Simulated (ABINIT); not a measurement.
Runs of ABINIT 10.8.3 (patched build) on NiMoIrPdW. The structure is tetragonal, space group I4mm (No. 107). The conventional cell has a = 2.740 Å, b = 2.740 Å, c = 19.433 Å, α = 90.00°, β = 90.00°, γ = 90.00°. Ni (site symmetry 4mm) is surrounded by 4 Mo at 2.60 Å and 4 Pd at 2.67 Å and 4 Ni at 2.74 Å. Around Mo (site symmetry 4mm) lie 4 Ni at 2.60 Å and 4 Mo at 2.74 Å and 4 W at 2.94 Å. Around Pd (site symmetry 4mm) lie 4 Ni at 2.67 Å and 4 Pd at 2.74 Å and 4 Ir at 2.83 Å. Ir (site symmetry 4mm) is surrounded by 4 W at 2.69 Å and 4 Ir at 2.74 Å and 4 Pd at 2.83 Å. W (site symmetry 4mm) has 4 Ir at 2.69 Å and 4 W at 2.74 Å and 4 Mo at 2.94 Å as nearest neighbours. The cell was built by a generator and needn't be a form met in nature.

```tsv
task	level	cutoff (eV)	k mesh for the DOS	fine-grid cutoff	gap on the mesh (eV)	pressure (GPa)	moment (μB)	largest force (eV/Å)
projected density of states	PBE	419	13 × 13 × 13	838.111 eV	none	0.1	0.00	0.20
single point	LDA	490	-	979.61 eV	none	-14.4	0.00	0.35
single point	PBEsol	490	-	979.61 eV	none	(a)	0.00	0.27
single point	PBE	490	-	979.61 eV	none	0.1	0.00	0.20
```

Alike in all rows: potentials or basis Ansatz PAW PBE generated set soft_1, frozen core; spin collinear, ferromagnetic start; cell as given; k mesh 9 × 9 × 9; smearing fermi-dirac 0.05 eV; the mesh is coarse, so values aren't converged.

Task: Estimate the missing entries.

Result: (a) -9.0.

Caveats: all runs use coarse meshes; small starting moments can end in a higher magnetic state in this program; the PAW data sets were made with another functional, which shifts forces and pressure a little (some runs).

A k mesh can miss the band edges, and the runs leave out spin-orbit coupling on Ir, Mo, Pd, W.

A gap of «none» marks a metal or a gap under the smearing width.

Not every run made on this cell is shown here.
